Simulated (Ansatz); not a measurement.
# BClFH2N: the cost of one run

Method: RKS PBE0-D4/def2-SVP, in Ansatz 0.2.0.

## 1. Starting point

Bond lengths: B1–F2 1.320 Å, B1–N3 1.550 Å, N3–H4 1.060 Å, N3–H5 1.060 Å, B1–Cl6 1.860 Å. Angles: F2–B1–N3 120.0°, F2–B1–Cl6 120.0°, N3–B1–Cl6 120.0°, B1–N3–H4 120.0°, B1–N3–H5 120.0°, H4–N3–H5 120.0°.

As a file:

```xyz
6

B     0.0000    0.0000    0.0000
F     0.0000    0.0000    1.3200
N     1.3423    0.0000   -0.7750
H     1.8089   -0.9179   -1.0268
H     1.7937    0.9179   -1.0532
Cl   -1.6108    0.0000   -0.9300
```

## 2. Relaxing the start

File input.yaml:

```yaml
crystal:
  periodic: [false, false, false]
  atoms:
    - { symbol: B, position_ang: [0.0, 0.0, 0.0] }
    - { symbol: F, position_ang: [0.0, 0.0, 1.32] }
    - { symbol: "N", position_ang: [1.3423, 0.0, -0.775] }
    - { symbol: H, position_ang: [1.8089, -0.9179, -1.0268] }
    - { symbol: H, position_ang: [1.7937, 0.9179, -1.0532] }
    - { symbol: Cl, position_ang: [-1.6108, 0.0, -0.93] }
basis:
  gaussian: { orbitals: def2-SVP }
hamiltonian:
  xc: pbe0
  dispersion: d4
relax:
  f_tol: 0.02
  max_steps: 40
output:
  orbitals: {}
```

Started as:

```
> ansatz run input.yaml --threads 2 --pin off --max-ram 3072MiB --backend cpu --events-out ev --progress --plain --runs-dir out
```

Q: Estimate wall time and peak memory on 2 threads of Arm Neoverse V2, shared host.

About 11 s, with a peak of 0.16 GiB.
